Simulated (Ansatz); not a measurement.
# Cs2: the cost of one run

Computed with Ansatz 0.2.0 (the levels named in each step, unless a step's input says otherwise).

### 1 The structure to begin with

Bond lengths: Cs1–Cs2 5.415 Å.

As a file:

```xyz
2

Cs    0.0000    0.0000    0.0000
Cs    0.0000    0.0000    5.4151
```

### 2 A rough first relaxation, PBE-D4/def2-SVP

Contents of input.yaml:

```yaml
crystal:
  periodic: [false, false, false]
  atoms:
    - { symbol: Cs, position_ang: [0.0, 0.0, 0.0] }
    - { symbol: Cs, position_ang: [0.0, 0.0, 5.41506] }
magnetization:
  spin_polarized: true
  initial_magnetization: 1
total_charge: 1
basis:
  gaussian: { orbitals: def2-SVP }
hamiltonian:
  xc: pbe
  dispersion: d4
relax:
  f_tol: 0.03
  max_steps: 200
```

Launch:

```bash
> ansatz run input.yaml --threads 2 --pin off --max-ram 5120MiB --backend cpu --events-out ev --progress --plain --runs-dir out
```

What time and memory should one allow on 2 threads of Arm Neoverse N1, shared host?

About 30 s, with a peak of 0.18 GiB.
